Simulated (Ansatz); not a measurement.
**H6O2SiSn: how energies converge with the basis set**

An exercise on one series of results from a longer session: the logs are not shown, and one member is left open.

Program: Ansatz 0.2.0, Gaussian basis. Level of theory: one geometry, several basis sets. These are calculated values, not measurements.

Plan: PBE0-D4/def2-SVP; ωB97M-V/def2-SVP; PBE0-D4/def2-QZVPP; ωB97M-V/def2-QZVPP; the functionals' def2-TZVPP values are taken from earlier runs.

## Structure used throughout

All runs share one geometry, relaxed beforehand with PBE0-D4 in a triple-zeta def2 set. Sn takes the def2 core potential; no spin-orbit term is included.

SMILES `O[SiH2][O][SnH3]`, 10 atoms, charge 0, spin multiplicity 1.

Atoms are counted from 1 here; the program's logs count them from 0.

Bond lengths: O1–Si2 1.648 Å, O1–H5 0.958 Å, Si2–O3 1.622 Å, Si2–H6 1.486 Å, Si2–H7 1.484 Å, O3–Sn4 1.968 Å, Sn4–H8 1.703 Å, Sn4–H9 1.700 Å, Sn4–H10 1.704 Å. Angles: Si2–O1–H5 117.3°, O1–Si2–O3 112.8°, O1–Si2–H6 110.3°, O1–Si2–H7 103.7°, O3–Si2–H6 107.0°, O3–Si2–H7 111.2°, H6–Si2–H7 111.8°, Si2–O3–Sn4 132.8°, O3–Sn4–H8 106.3°, O3–Sn4–H9 103.9°, O3–Sn4–H10 107.2°, H8–Sn4–H9 112.8°, H8–Sn4–H10 112.8°, H9–Sn4–H10 113.2°.

The first run:

File in.yaml:

```yaml
crystal:
  periodic: [false, false, false]
  atoms:
    - {symbol: O, position_ang: [-0.517217, 0.816211, -1.878692]}
    - {symbol: Si, position_ang: [-0.484256, 1.322051, -0.310181]}
    - {symbol: O, position_ang: [-0.437013, 0.092389, 0.746116]}
    - {symbol: Sn, position_ang: [0.749279, -1.467661, 0.928844]}
    - {symbol: H, position_ang: [-1.336452, 0.439292, -2.202306]}
    - {symbol: H, position_ang: [-1.701250, 2.115865, 0.000653]}
    - {symbol: H, position_ang: [0.747208, 2.145947, -0.231285]}
    - {symbol: H, position_ang: [0.097669, -2.682264, -0.071318]}
    - {symbol: H, position_ang: [0.659478, -1.857252, 2.581337]}
    - {symbol: H, position_ang: [2.305752, -0.975677, 0.439831]}
basis:
  gaussian: {orbitals: def2-SVP}
hamiltonian: {xc: pbe0, dispersion: d4}
output: {orbitals: {seedname: orbitals}}
```

Started as:

```sh
$ ansatz run in.yaml --threads 4 --pin off --events-out ev --progress --plain --max-ram 10444MiB
```

Among the steps run: PBE0-D4 in def2-SVP; ωB97M-V in def2-SVP; PBE0-D4 in def2-QZVPP; ωB97M-V in def2-QZVPP.

One table of the session follows, with a row left open; its other results are not shown here.

It belongs to the step «Functionals by basis». 

| functional | basis | HOMO (eV) |
| --- | --- | --- |
| PBE0-D4 | def2-SVP | -8.13 |
| PBE0-D4 | def2-TZVPP | -8.28 |
| PBE0-D4 | def2-QZVPP | -8.31 |
| ωB97M-V | def2-SVP | -10.37 |
| ωB97M-V | def2-TZVPP | ? |
| ωB97M-V | def2-QZVPP | -10.60 |

Estimate the missing values for ωB97M-V, def2-TZVPP.

**Answer.** HOMO (eV): -10.57. In the column «HOMO (eV)» it lies between ωB97M-V, def2-QZVPP (-10.60) and ωB97M-V, def2-SVP (-10.37).
